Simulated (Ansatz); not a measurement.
# TiB2: how the settings move a relaxation

Aim: see which settings change the result for TiB2, by how much, and at what cost.

Computed with Ansatz 0.2.0 (reference: DFT, PBEsol, PAW with Ansatz's default frozen-core files, scalar-relativistic; relaxation of cell and atoms, unless a step's input says otherwise).

### Step 1. The structure to begin with

The structure is hexagonal, space group P6/mmm (No. 191). Conventional cell: a = 3.029 Å, b = 3.029 Å, c = 3.228 Å, α = 90.00°, β = 90.00°, γ = 120.00°. Ti (site symmetry 6/mmm) has 12 B at 2.38 Å in its first shell of neighbours. Around B (site symmetry -6m2) lie 3 B at 1.75 Å and 6 Ti at 2.38 Å.

Structure file:

```
Ti B
1.0
     3.02920    0.00000    0.00000
    -1.51460    2.62336    0.00000
     0.00000    0.00000    3.22840
Ti B
1 2
Direct
  0.00000 0.00000 0.00000
  0.33333 0.66667 0.50000
  0.66667 0.33333 0.50000
```

### Step 2. The reference run

File input.yaml:

```yaml
crystal:
  lattice:
    - [3.02919999998, 0.0, 0.0]
    - [-1.51459999999, 2.62336415313, 0.0]
    - [0.0, 0.0, 3.2284]
  atoms:
    - { symbol: Ti, position: [0.0, 0.0, 0.0] }
    - { symbol: B, position: [0.333333333333, 0.666666666667, 0.5] }
    - { symbol: B, position: [0.666666666667, 0.333333333333, 0.5] }
kpoints:
  mp_grid: { grid: [12, 12, 10] }
scf:
  occupations: { method: fermi_dirac, width: 0.05 }
hamiltonian:
  xc: pbesol
  pseudopotentials: { kind: paw }
relax:
  f_tol: 0.002
  max_steps: 80
  cell: {}
output:
  forces: true
  stress: true
```

Started as:

```sh
> ansatz run input.yaml --threads 2 --pin off --max-ram 6144MiB --backend cpu --events-out ev --progress --plain --runs-dir out
```

From the output:

```text
[...]
Basis set: ecut = 420 eV, 503 PW (Γ), exchange–correlation on 48×48×48 points (8 copies of the dense FFT grid, shifted against one another)
[...]
k-points: 114 of 1440
[...]
SCF iter   1: F=—  HF=-2782.618082 eV  |F-HF|=—  |Δ(HF+E_count)|=         —  Δρ=6.48e-3  dr2=8.47e-3  ethr=1.77e-3  ⟨swp⟩=4.4  Hψ=7046  notcnv=0
preconditioner: auto → none  [metal: Δε(μ)=0.015 eV  Ē_g=8.112 eV  σ=0.050 eV  W_gap=0.07  n_scr=8 (ndim 8)  ℏωp=23.2 eV  f_vac=0.000  D(μ)=0.48/eV (n_scr^D=0)  sad-step TF]
SCF iter   2: F=—  HF=-2782.615207 eV  |F-HF|=—  |Δ(HF+E_count)|=   2.87e-3  Δρ=3.21e-3  dr2=2.72e-3  ethr=4.70e-5  ⟨swp⟩=2.8  Hψ=3491  notcnv=0
[...]
relax step   1: F+E_penalty+E_count = -2782.61415582 eV  Δ(F+E_penalty+E_count) = +0.000e0 eV  max|allowed force component| = 1.789e-16 eV/Å  Δτ_max = 0.0000 Å  P = -5.134 GPa  Ω = 25.655 Å³  (6 SCF iters, dr2 threshold 1.00e-7 eV, accepted)
[...]
relax step   2: F+E_penalty+E_count = -2782.62441558 eV  Δ(F+E_penalty+E_count) = -1.026e-2 eV  max|allowed force component| = 2.776e-16 eV/Å  Δτ_max = 0.0000 Å  P = -1.038 GPa  Ω = 25.207 Å³  energy of the carried Pulay correction = +5.677e-4 eV  (6 SCF iters
[...]
relax step   3: F+E_penalty+E_count = -2782.62497788 eV  Δ(F+E_penalty+E_count) = -5.623e-4 eV  max|allowed force component| = 2.529e-16 eV/Å  Δτ_max = 0.0000 Å  P = +0.120 GPa  Ω = 25.108 Å³  energy of the carried Pulay correction = +7.058e-4 eV  (6 SCF iters
[...]
relax step   4: F+E_penalty+E_count = -2782.62497343 eV  Δ(F+E_penalty+E_count) = +4.447e-6 eV  max|allowed force component| = 1.480e-16 eV/Å  Δτ_max = 0.0000 Å  P = +0.000 GPa  Ω = 25.117 Å³  energy of the carried Pulay correction = +6.921e-4 eV  (6 SCF iters
[...]
SCF iter   7: F=-2782.624354 eV  HF=-2782.624354 eV  |F-HF|=0.00e0  |Δ(HF+E_count)|=  4.55e-13  Δρ=4.42e-10  dr2=2.79e-17  ethr=1.00e-12  ⟨swp⟩=1.0  Hψ=1482  notcnv=0
SCF iter   8: F=-2782.624354 eV  HF=-2782.624354 eV  |F-HF|=9.09e-13  |Δ(HF+E_count)|=  9.09e-13  Δρ=8.34e-11  dr2=1.27e-18  ethr=1.00e-12  ⟨swp⟩=1.4  Hψ=3467  notcnv=0
[...]
relax step   5: F+E_penalty+E_count = -2782.62435366 eV  Δ(F+E_penalty+E_count) = +6.198e-4 eV  max|allowed force component| = 1.789e-16 eV/Å  Δτ_max = 0.0000 Å  P = -0.034 GPa  Ω = 25.117 Å³  stress off target by 4.16e-2 GPa  SCF on the basis re-selected at t
[...]
SCF converged after 8 iterations
Free energy (F): -2782.624354 eV
[...]
E sigma→0 (E₀):  -2782.622570 eV
[...]
Fermi energy:    15.438251 eV
[...]
  P = ⅓ Tr σ = -0.0338 GPa (-0.338 kbar)
--- Relaxed structure (4 steps of the walk, 4 accepted, 1 SCFs on fresh bases) ---
[...]
```

Run time: 9.2 s. Hardware: 2 threads of Arm Neoverse N1, shared host; peak memory 0.34 GiB.

### Step 3. Changing settings: starting moments, xc_grid 4, ecutrho_ratio 6, spin_polarized true

File input.yaml:

```yaml
crystal:
  lattice:
    - [3.02919999998, 0.0, 0.0]
    - [-1.51459999999, 2.62336415313, 0.0]
    - [0.0, 0.0, 3.2284]
  atoms:
    - { symbol: Ti, position: [0.0, 0.0, 0.0], spin: 0.2 }
    - { symbol: B, position: [0.333333333333, 0.666666666667, 0.5], spin: 0.2 }
    - { symbol: B, position: [0.666666666667, 0.333333333333, 0.5], spin: 0.2 }
kpoints:
  mp_grid: { grid: [12, 12, 10] }
scf:
  occupations: { method: fermi_dirac, width: 0.05 }
hamiltonian:
  xc: pbesol
  pseudopotentials: { kind: paw }
relax:
  f_tol: 0.002
  max_steps: 80
  cell: {}
output:
  forces: true
  stress: true
basis:
  xc_grid: 4
  ecutrho_ratio: 6
magnetization:
  spin_polarized: true
```

Started as:

```sh
> ansatz run input.yaml --threads 2 --pin off --max-ram 6144MiB --backend cpu --events-out ev --progress --plain --runs-dir out
```

The program printed (excerpt; [...] marks lines left out):

```text
[...]
Pseudopotentials: kind: paw
Pseudopotential: Ti, paw, valence charge 12, recommended cutoff 420 eV (normal), Ti.paw.azcp
Pseudopotential: B, paw, valence charge 3, recommended cutoff 420 eV (normal), B.paw.azcp
Functional definition: PBEsol
[...]
Crystal: 3 atoms, lattice volume = 25.655 Å³
Basis set: ecut = 420 eV, 503 PW (Γ), exchange–correlation on 100×100×108 points (64 copies of the dense FFT grid, shifted against one another)
Bands: 14, of which v1, the nominal top of the filled ones, is band 9 counted from 1 (8 counted from 0)
Symmetry: 24 space group operations
Space group: P6/mmm (ITA 191), of the structure as read, at distance tolerance 2.9e-5 Å
Magnetic group: BNS 191.233 (UNI 1463), of the structure as read, at distance tolerance 2.9e-5 Å
k-points: 114 of 1440
[...]
Starting moments: Σ|m| = 0.6 μB on 3 of 3 sites
[...]
SCF iter   1: F=—  HF=-2769.630021 eV  |F-HF|=—  |Δ(HF+E_count)|=         —  Δρ=4.05e-2 (↑4.05e-2 ↓3.60e-2)  dr2=2.01e0  dr2_m=3.76e-2  M=0.053 μB ∫|m|=0.053 μB  β_m=0.30  ethr=3.10e-3  ⟨swp⟩=4.5  Hψ=14501  notcnv=0
[...]
WARN: the starting moments were not kept: the SCF closed with an absolute magnetisation of 5.1e-7 μB, where they sum to 0.6 μB in size (3 sites). That is at most 0.1 of that sum. Measured as dr2_m measures the in/out step, that magnetisation stands 4.4e-14 eV from none, at or under the [...]
SCF converged after 8 iterations
Magnetization: 0.0000 μB (9.0000 up, 9.0000 down)
Absolute magnetization: 0.0000 μB (∫|ρ↑−ρ↓|, with the PAW one-centre terms)
Spin contamination: 0.0000 ħ² per cell (⟨S²⟩ above its minimum at these occupations)
Per-site moments (μB) at R_I (Å): [(9.634875928598177e-11, 0.9736847158450161), (-1.27982065808611e-11, 0.7186312328121855), (-1.2798153967336678e-11, 0.7186312328121855)]
Free energy (F): -2782.624353 eV
[...]
E sigma→0 (E₀):  -2782.622569 eV
Entropy (-TS):   -0.003568 eV (-1.189 meV/atom)
Fermi energy:    15.438162 eV
[...]
--- Forces (eV/Å), atoms counted from 1 ---
  atom   1  Ti     0.00000000    -0.00000000     0.00000000
  atom   2  B     -0.00000000    -0.00000000     0.00000000
  atom   3  B      0.00000000     0.00000000     0.00000000
[...]
--- Stress (GPa, compression-positive) ---
       -0.032854       0.000000      -0.000000
        0.000000      -0.032854      -0.000000
       -0.000000      -0.000000      -0.040957
  P = ⅓ Tr σ = -0.0356 GPa (-0.356 kbar)
--- Relaxed structure (4 steps of the walk, 4 accepted, 1 SCFs on fresh bases) ---
  F+E_penalty+E_count = -2782.62435335 eV   max|allowed force component| = 2.961e-16 eV/Å   (the final SCF, on the basis selected at the relaxed cell)
  cell:  # Å, volume = 25.1176 Å³
    - [3.017468623361367, 0.0, 0.0]
    - [-1.5087343116806835, 2.613204482953402, 0.0]
    - [0.0, 0.0, 3.185388411645132]
  atoms:
    - { symbol: Ti, position: [-1.634318910770439e-34, -5.047247577837486e-35, 0.0] }
    - { symbol: B, position: [0.33333333333333337, 0.6666666666666667, 0.49999999999999994] }
    - { symbol: B, position: [0.6666666666666667, 0.33333333333333337, 0.49999999999999994] }
```

Run time: 23 s. Hardware: 2 threads of Arm Neoverse N1, shared host; peak memory 0.42 GiB.

With the changed spin polarisation and numerical grids the energy stays within 0.5 meV/atom: no moment survives, so both runs end on the same non-magnetic state.

### Step 4. Side by side

| run | ending | energy change | pressure (GPa) | gap (eV) | force (eV/Å) | cycles | time |
| --- | --- | --- | --- | --- | --- | --- | --- |
| reference | converged | 0 | 0.0 | 0.00 | 0.00 | 32 | 9.2 s |
| 1: starting moments, xc_grid 4, ecutrho_ratio 6, spin_polarized true | converged | 0.0 meV/atom | 0.0 | 0.00 | 0.00 | 38 | 23 s |

What this shows: With the changed spin polarisation and numerical grids the energy stays within 0.5 meV/atom: no moment survives, so both runs end on the same non-magnetic state.
